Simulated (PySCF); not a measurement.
# CeF7 ([CeF7]4-): the cost of one run

Computed with PySCF 2.14.0 and routines of our own; the level stands in each step. Atoms count from 0.

## Step 1: The starting structure

8 atoms, charge -4, states of the metal's open shell are computed; geometry from: model geometry, bond lengths from ionic radii.

## Step 2: Ligand-field states: state-averaged CASSCF in water

What the job is given:

```
{"job": {"kind": "lf", "basis": {"metal": "x2c-TZVPall", "ligand": "x2c-SVPall"}, "nevpt": true, "solvent": "water"}, "charge": -4, "metal": "Ce", "open_shell": "f1"}
Ce     0.000000     0.000000     0.000000
F      0.000000     0.000000     2.370000
F      0.000000     0.000000    -2.370000
F      2.370000     0.000000     0.000000
F      0.732370     2.254004     0.000000
F     -1.917370     1.393051     0.000000
F     -1.917370    -1.393051     0.000000
F      0.732370    -2.254004     0.000000
```

With the program's defaults for keys left out, this is: state-averaged CASSCF of the metal f shell, SC-NEVPT2 on the averaged canonical orbitals, state-interaction spin-orbit coupling.

The run is started by

```bash
$ OMP_NUM_THREADS=1 python lf_run.py task.json out
```

This one command runs all jobs of the session in turn.

Q: Estimate the wall time and peak memory of this job on 1 thread of Arm Neoverse V1, shared host.

About 41 s, with a peak of 0.6 GiB.
